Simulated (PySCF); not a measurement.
# GeCl₄: structure of the singlet

The task is one start of a wider search on GeCl₄: the singlet, from a PBE0 minimum start. It is relaxed, tested by its Hessian and followed downhill if it is a saddle.

Program: PySCF 2.14.0. Level of theory: PBE0, basis Ge def2-SVP, Cl def2-SVP, no relativity, density fitting. These are calculated values, not measurements.

### Step 1. Where the work starts

5 atoms, charge 0, spin multiplicity 1.

Bond lengths: Ge1–Cl2 2.126 Å, Ge1–Cl3 2.126 Å, Ge1–Cl4 2.126 Å, Ge1–Cl5 2.126 Å. Angles: Cl2–Ge1–Cl3 109.5°, Cl2–Ge1–Cl4 109.5°, Cl2–Ge1–Cl5 109.5°, Cl3–Ge1–Cl4 109.5°, Cl3–Ge1–Cl5 109.5°, Cl4–Ge1–Cl5 109.5°.

Coordinates in bohr (charge 0 multiplicity 1):
```
Ge    0.0000    0.0000    0.0000
Cl   -2.3195   -2.3195   -2.3195
Cl    2.3195    2.3195   -2.3195
Cl   -2.3195    2.3195    2.3195
Cl    2.3195   -2.3195    2.3195
```

### Step 2. First SCF at the start

The steps below are one call of a driver around PySCF. For each, scf.py gives the equivalent set-up of the SCF; relaxations use the driver's own optimiser. After this first run the driver tries any further starts and a stability analysis.

scf.py

```python
from pyscf import gto, scf, dft
mol = gto.M(atom='''
Ge    -0.000000     0.000000    -0.000000
Cl    -1.227450    -1.227450    -1.227450
Cl     1.227450     1.227450    -1.227450
Cl    -1.227450     1.227450     1.227450
Cl     1.227450    -1.227450     1.227450''',
    basis={'Ge': 'def2-SVP', 'Cl': 'def2-SVP'},
    charge=0, spin=0)
mf = dft.RKS(mol, xc='PBE0')
mf.grids.atom_grid = (50, 194)
aux = {'Ge': 'def2-universal-JKFIT', 'Cl': 'def2-universal-JKFIT'}
mf = mf.density_fit(auxbasis=aux)
mf.conv_tol = 1e-08
mf.diis_space = 10
mf.max_cycle = 60
mf.init_guess = 'minao'
mf.verbose = 4
mf.kernel()
```

The run is started by

```bash
OMP_NUM_THREADS=2 python axn.py task.json out
```

Standard output:

```text
init E= -3916.09271631419
  HOMO = -0.374058480898363  LUMO = -0.101659841917894  gap/eV = 7.41234
cycle= 1 E= -3916.17331959128  delta_E= -0.0806  |g|= 0.675  |ddm|= 2.65
  HOMO = -0.344712922057591  LUMO = -0.129286746395599  gap/eV = 5.86204
cycle= 2 E= -3916.04484210172  delta_E= 0.128  |g|= 1.04  |ddm|= 1.82
  HOMO = -0.34652044705835  LUMO = -0.0782536238147911  gap/eV = 7.29991
cycle= 3 E= -3916.27440506644  delta_E= -0.23  |g|= 0.0356  |ddm|=  1.1
  HOMO = -0.351562459125799  LUMO = -0.0823358400524716  gap/eV = 7.32603
cycle= 4 E= -3916.27464190295  delta_E= -0.000237  |g|= 0.0147  |ddm|= 0.0441
  HOMO = -0.35052166611982  LUMO = -0.0800494058069328  gap/eV = 7.35993
cycle= 5 E= -3916.27470090967  delta_E= -5.9e-05  |g|= 0.00247  |ddm|= 0.0181
  HOMO = -0.350370308341881  LUMO = -0.0800122989409906  gap/eV = 7.35682
cycle= 6 E= -3916.27470251127  delta_E= -1.6e-06  |g|= 0.000345  |ddm|= 0.0029
  HOMO = -0.350398685161087  LUMO = -0.0800525644473691  gap/eV = 7.35649
cycle= 7 E= -3916.27470253195  delta_E= -2.07e-08  |g|= 2.16e-05  |ddm|= 0.000425
  HOMO = -0.350395951292958  LUMO = -0.080048106318396  gap/eV = 7.35654
cycle= 8 E= -3916.27470253211  delta_E= -1.6e-10  |g|= 1.72e-06  |ddm|= 3.61e-05
  HOMO = -0.350396228501596  LUMO = -0.0800487350531114  gap/eV = 7.35653
Extra cycle  E= -3916.27470253212  delta_E= -1.91e-11  |g|= 2.21e-06  |ddm|= 6.21e-06
converged SCF energy = -3916.27470253212
```

This step, with its further starts and checks, ran for 23 s (2 threads of Arm Neoverse V1, shared host).

No lower closed-shell solution turned up in the test of internal stability.

### Step 3. PBE0 minimum start, singlet: relaxation

The program finds Td symmetry in the start, which this walk keeps.

Changes to scf.py since step 2:

```diff
@@ -3 +3 @@
-Ge    -0.000000     0.000000    -0.000000
+Ge     0.000000     0.000000     0.000000
@@ -17 +16,0 @@
-mf.init_guess = 'minao'
```

The optimiser's trace:

```csv
step,energy (Eh),change (kJ/mol),largest symmetric gradient (Eh/bohr)
0,-3916.274703,0.00,0.00004
```

The walk took 6.3 s.

Positions (Å) and forces (eV/Å) along the way:

```
step 0
Ge   0.000   0.000   0.000   0.000   0.000   0.000
Cl  -1.227  -1.227  -1.227  -0.002  -0.002  -0.002
Cl   1.227   1.227  -1.227   0.002   0.002  -0.002
Cl  -1.227   1.227   1.227  -0.002   0.002   0.002
Cl   1.227  -1.227   1.227   0.002  -0.002   0.002
```

After 0 steps and 0.0 kJ/mol it ends at Td: Ge–Cl 2.126 Å (×4); Cl–Ge–Cl 109.5° (×6).

### Step 4. Hessian and properties

On the finer grid the gradient is checked again; gradients at displacements of ±0.02 bohr then give force constants and infrared intensities.

Changes to scf.py since step 3:

```diff
@@ -3 +3 @@
-Ge     0.000000     0.000000     0.000000
+Ge     0.000000     0.000000    -0.000000
@@ -11 +11 @@
-mf.grids.atom_grid = (50, 194)
+mf.grids.atom_grid = (75, 302)
@@ -14 +14 @@
-mf.conv_tol = 1e-08
+mf.conv_tol = 1e-10
```

This SCF starts from the last density.

SCF at the final geometry:

```text
init E= -3916.27477182286
  HOMO = -0.350408533564562  LUMO = -0.0800333213557498  gap/eV = 7.35728
cycle= 1 E= -3916.27477182282  delta_E= 3.82e-11  |g|= 3.41e-06  |ddm|= 6.45e-06
  HOMO = -0.350408434130126  LUMO = -0.0800327101840606  gap/eV = 7.35730
Extra cycle  E= -3916.27477182282  delta_E=    0  |g|= 5.2e-06  |ddm|= 9.48e-06
converged SCF energy = -3916.27477182282
```

The whole step took 1.7 min.

Geometry: Td; Ge–Cl 2.126 Å (×4); Cl–Ge–Cl 109.5° (×6).

Modes, for the most abundant isotopes:

| symmetry | ω (cm⁻¹) | IR (km/mol) | μ (u) | type |
| --- | --- | --- | --- | --- |
| e | 124 | 0.0 | 34.97 | bend |
| t2 | 168 | 27.8 | 40.45 | bend |
| a1 | 394 | 0.0 | 34.97 | stretch |
| t2 | 468 | 251 | 44.23 | stretch |

All wavenumbers are real: a minimum.

Properties at this point:

```
Dipole moment                                                   : 0.00 D
Highest occupied level                                          : -9.54 eV
Lowest empty level                                              : -2.18 eV
Rotational constants                                            : 0.04, 0.04, 0.04 cm⁻¹
Zero-point energy                                               : 15.3 kJ/mol
Principal polarisabilities                                      : 58.8, 58.8, 58.8 bohr³
Atomisation energy without zero-point energy                    : 1380 kJ/mol
Principal traceless quadrupole moments about the centre of mass : 0.00, 0.00, 0.00 D Å
Entropy at 298.15 K and 1 bar                                   : 348.7 J/(mol K)
Heat capacity Cp at 298.15 K                                    : 95.8 J/(mol K)
Enthalpy at 298.15 K above 0 K                                  : 21.15 kJ/mol
Rotational symmetry number                                      : 12
```

Populations by atom (charges in e):

```tsv
atom	Mulliken	Löwdin	polar tensor	Mayer order to Ge1
Ge1	0.74	-0.19	2.01	–
Cl2,3,4,5	-0.19	0.05	-0.50	1.09
```

Outer orbital energies (eV). occupied: -10.32, -10.32, -10.07, -10.07, -10.07, -9.54, -9.54, -9.54; empty: -2.18, 0.64, 0.64, 0.64.

Mulliken populations on Ge1: s 7.06, p 13.77, d 10.42.

### Step 5. Results

| quantity | value |
| --- | --- |
| minimum | singlet, Td |
| geometry | Ge–Cl 2.126 Å (×4); Cl–Ge–Cl 109.5° (×6) |
| wavenumbers (cm⁻¹) | 124 (e), 168 (t2), 394 (a1), 468 (t2) |
| dipole moment | 0.00 D |
| highest occupied, lowest empty level | -9.54, -2.18 eV |
| polar-tensor charge of Ge1 | +2.01 e |
| zero-point energy | 15.3 kJ/mol |
| entropy at 298.15 K | 348.7 J/(mol K) |
| atomisation energy (no zero-point energy) | 1380 kJ/mol |

**Reading.** The PBE0 minimum start keeps its Td symmetry and ends in a minimum. The strongest infrared band lies at 468 cm⁻¹ (t2, stretch). Ge1 has a polar-tensor charge of +2.0 e (a dipole derivative, not a static charge), yet symmetry cancels the bond dipoles. Other starts or spin states, not run here, may lie lower.

The search up to here took 2.2 min.
